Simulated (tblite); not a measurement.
# C2H12Ge2OSi: the cost of one run

The runs use tblite 0.8.0 and PySCF 2.14.0, with density-fitted response routines of our own; the level of theory stands in each step. All values are computed, except where a source is named. Atoms count from 0, in the outputs and in this text.

## (1) The molecule as given

18 atoms, charge 0, multiplicity 1; geometry from: force field or distance geometry start.

Bonds of the start (Å): C0–C1 1.50, C1–O2 1.40, O2–Ge3 1.79, Ge3–Si4 2.30, Ge3–Ge5 2.39, C0–H6 1.12, C0–H7 1.11, C0–H8 1.11, C1–H9 1.13, C1–H10 1.12, Ge3–H11 1.56, Si4–H12 1.48, Si4–H13 1.47, Si4–H14 1.48, Ge5–H15 1.55, Ge5–H16 1.56, Ge5–H17 1.55.

## (2) Geometry optimisation with GFN2-xTB

The job: settings as JSON, then the geometry in Å.

```
{"job": {"kind": "relax", "xc": "GFN2-xTB", "basis": "xTB"}, "charge": 0, "multiplicity": 1}
C     -3.015500    -0.648000    -0.081800
C     -1.575400    -0.728900     0.347500
O     -0.889300     0.432100    -0.035200
Ge     0.821000     0.293000     0.465300
Si     1.807800     2.373500     0.442400
Ge     1.985600    -1.152300    -1.044100
H     -3.509900     0.238300     0.386400
H     -3.076500    -0.541700    -1.181500
H     -3.561000    -1.567300     0.228700
H     -1.552300    -0.845700     1.469700
H     -1.121800    -1.633900    -0.122800
H      0.908100    -0.291800     1.913400
H      1.094300     3.269900     1.372500
H      3.220800     2.255300     0.839900
H      1.733800     2.929700    -0.926400
H      1.343900    -2.560000    -1.002600
H      3.478100    -1.245100    -0.609600
H      1.899400    -0.570900    -2.473400
```

On the command line:

```console
> OMP_NUM_THREADS=1 python probes_run.py task.json out
```

One launch serves the whole session: the jobs run in the order shown.

Q: Estimate the wall time and peak memory of this first job on 1 thread of Arm Neoverse V1, shared host.

About 1.3 s, with a peak of 0.16 GiB.
